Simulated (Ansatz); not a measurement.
# Al: the cost of one run

Program: Ansatz 0.2.0. Level of theory: DFT PBEsol+D3(BJ), scalar-relativistic, plane waves, PAW. These are calculated values, not measurements.

**1. The structure to begin with**

The structure is cubic, space group Fm-3m (No. 225). Conventional cell: a = 4.048 Å, b = 4.048 Å, c = 4.048 Å, α = 90.00°, β = 90.00°, γ = 90.00°. Al (site symmetry m-3m) is surrounded by 12 Al at 2.86 Å.

Structure file:

```
CELL_PARAMETERS angstrom
0.00000 2.02398 2.02398
2.02398 0.00000 2.02398
2.02398 2.02398 0.00000
ATOMIC_POSITIONS crystal
Al 0.00000 0.00000 0.00000
```

Source of the structure: the Crystallography Open Database.

(A quick probe on a coarse mesh, which set the mesh and smearing, is not shown.)

**3. Relaxing cell and atoms**

File input.yaml:

```yaml
crystal:
  lattice:
    - [0.0, 2.02398, 2.02398]
    - [2.02398, 0.0, 2.02398]
    - [2.02398, 2.02398, 0.0]
  atoms:
    - { symbol: Al, position: [0.0, 0.0, 0.0] }
basis:
  ecutwfc: 420
kpoints:
  mp_grid: { grid: [18, 18, 18] }
hamiltonian:
  xc: pbesol
  dispersion: d3bj
scf:
  occupations: { method: gaussian, width: 0.1 }
output:
  forces: true
  stress: true
  eigenvalues: true
relax:
  adjacent_minimum: "off"
  f_tol: 0.005
  max_steps: 80
  cell: { stress_tol: 0.05 }
```

Run with:

```console
ansatz run input.yaml --threads 1 --pin off --max-ram 2560MiB --backend cpu --events-out ev --progress --plain --runs-dir out
```

Q: Estimate wall time and peak memory on 1 thread of Intel Xeon 6975P-C (Granite Rapids), shared host.

About 3.4 s, with a peak of 0.35 GiB.
